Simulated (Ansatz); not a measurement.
# K: a tetragonal deformation path

One table from this session's results is given with a row withheld; the runs are named, their logs left out.

Computed with Ansatz 0.2.0 (DFT PBEsol, scalar-relativistic, plane waves, PAW, unless a step's input says otherwise).

## The structure to begin with

Symmetry: Im-3m, No. 229, cubic system. Conventional cell: a = 5.236 Å, b = 5.236 Å, c = 5.236 Å, α = 90.00°, β = 90.00°, γ = 90.00°.

Coordinates:

```
K
1.0
    -2.61800    2.61800    2.61800
     2.61800   -2.61800    2.61800
     2.61800    2.61800   -2.61800
K
1
Direct
  0.00000 0.00000 0.00000
```

The cell is taken as given, not relaxed at this level.

## The reference cell

The reference gives a free energy of -1516.0324 eV, pressure -0.04 GPa, largest force 0.000 eV/Å and gap on the mesh none (metal). It was computed beforehand with the settings of the runs below.

The first run:

At fixed volume and fractional coordinates, lengths along (0.000, 0.000, 1.000) are scaled against those across it; ρ is that ratio over its starting value.

File input.yaml:

```yaml
crystal:
  lattice:
    - [-2.9387535784, 2.9387535784, 2.0776987799]
    - [2.9387535784, -2.9387535784, 2.0776987799]
    - [2.9387535784, 2.9387535784, -2.0776987799]
  atoms:
    - { symbol: K, position: [0.0, 0.0, 0.0] }
basis:
  ecutwfc: 420
kpoints:
  mp_grid: { grid: [14, 14, 14] }
hamiltonian:
  xc: pbesol
scf:
  occupations: { method: gaussian, width: 0.15 }
output:
  forces: true
  stress: true
  eigenvalues: true
  write_density: true
  write_potential: true
  elf: true
  volumetric_format: npy
```

On the command line:

```
$ ansatz run input.yaml --threads 1 --pin off --max-ram 2560MiB --backend cpu --events-out ev --progress --plain --runs-dir out
```

Among the steps run: ρ = 0.707; At ρ = 1.414; At ρ = 0.850; At ρ = 1.200; At ρ = 0.780; ρ = 1.300; At ρ = 0.920; Point ρ = 1.100; ρ = 0.650; At ρ = 1.500; Point ρ = 0.960; Point ρ = 1.050.

One of the session's tables, all rows but one given; the rest of the session is left out.

Collected from the runs (energy zero: the undisturbed cell):

```
    ρ  ΔE (meV/atom)  pressure (GPa)
0.650           80.2             0.2
0.707           42.6             0.1
0.780              ?               ?
0.850            5.5             0.0
0.920            1.1             0.0
0.960            0.2             0.0
1.000            0.0             0.0
1.050            0.2             0.0
1.100            0.6             0.0
1.200            0.7             0.0
1.300            0.0             0.0
1.414           -0.6             0.0
1.500            0.0             0.0
```

**Question.** Estimate the row for ρ = 0.780.

Worked estimate for «ΔE (meV/atom)». A straight line through the neighbours (0.707, 42.6) and (0.850, 5.5) gives 42.6 + (5.5 − 42.6) × (0.780 − 0.707) / (0.850 − 0.707) = 23.7; a parabola fitted to 4 rows on both sides gives 16.8.

As computed: ΔE (meV/atom): 17.0; pressure (GPa): 0.0. In «ΔE (meV/atom)» the line misses by +6.7 and the parabola by -0.2.
